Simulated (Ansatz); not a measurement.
# BH₅O₂Si: how energies converge with the basis set

Aim: see how fast density functionals converge with the basis set for BH₅O₂Si.

The runs use Ansatz 0.2.0, Gaussian basis; one geometry, several basis sets.

Plan: PBE0-D4/def2-SVP; ωB97M-V/def2-SVP; PBE0-D4/def2-QZVPP; ωB97M-V/def2-QZVPP; the functionals' def2-TZVPP values are taken from earlier runs.

## Step 1: The geometry

The geometry comes from an earlier relaxation with PBE0-D4 in a triple-zeta def2 set; it is a stationary point, not always the lowest conformer.

9 atoms, charge 0, spin multiplicity 1.

Atoms are counted from 1 here; the program's logs count them from 0.

Bond lengths: O1–B2 1.363 Å, O1–H5 0.963 Å, B2–O3 1.364 Å, B2–Si4 2.033 Å, O3–H6 0.963 Å, Si4–H7 1.487 Å, Si4–H8 1.490 Å, Si4–H9 1.490 Å. Angles: B2–O1–H5 115.8°, O1–B2–O3 124.1°, O1–B2–Si4 118.6°, O3–B2–Si4 117.3°, B2–O3–H6 116.1°, B2–Si4–H7 111.8°, B2–Si4–H8 110.5°, B2–Si4–H9 110.3°, H7–Si4–H8 108.3°, H7–Si4–H9 108.2°, H8–Si4–H9 107.5°.

## Step 2: PBE0-D4 in def2-SVP

The input, in.yaml:

```yaml
crystal:
  periodic: [false, false, false]
  atoms:
    - {symbol: O, position_ang: [-0.060762, 0.987852, -1.413701]}
    - {symbol: B, position_ang: [0.320505, 0.432339, -0.228754]}
    - {symbol: O, position_ang: [1.402884, 0.840873, 0.493156]}
    - {symbol: Si, position_ang: [-0.782513, -1.098213, 0.529006]}
    - {symbol: H, position_ang: [0.487672, 1.711730, -1.733306]}
    - {symbol: H, position_ang: [1.909793, 1.568925, 0.119633]}
    - {symbol: H, position_ang: [-1.893573, -1.482994, -0.381910]}
    - {symbol: H, position_ang: [0.073748, -2.295681, 0.756083]}
    - {symbol: H, position_ang: [-1.369155, -0.711231, 1.842693]}
basis:
  gaussian: {orbitals: def2-SVP}
hamiltonian: {xc: pbe0, dispersion: d4}
output: {orbitals: {seedname: orbitals}}
```

Command:

```console
> ansatz run in.yaml --threads 2 --pin off --events-out ev --progress --plain --max-ram 4352MiB
```

The runs that follow: ωB97M-V in def2-SVP; PBE0-D4 in def2-QZVPP; ωB97M-V in def2-QZVPP.

Q: Predict the results of all the runs planned. Wanted: PBE0-D4: double and triple zeta above quadruple; ωB97M-V: double and triple zeta above quadruple.

As calculated:

```
                                       quantity          value
PBE0-D4: double and triple zeta above quadruple  9.09, 0.55 eV
ωB97M-V: double and triple zeta above quadruple  9.23, 0.52 eV
```

**Reading.** For PBE0-D4 the step from double to triple zeta gains 8.54 eV and the next only 0.55 eV. These are total energies; as a rule much of such shifts cancels in differences, which this series doesn't test. The LUMO of ωB97M-V is positive and keeps falling with the basis (2.28 to 0.92 eV): an unbound level that the basis holds in place.
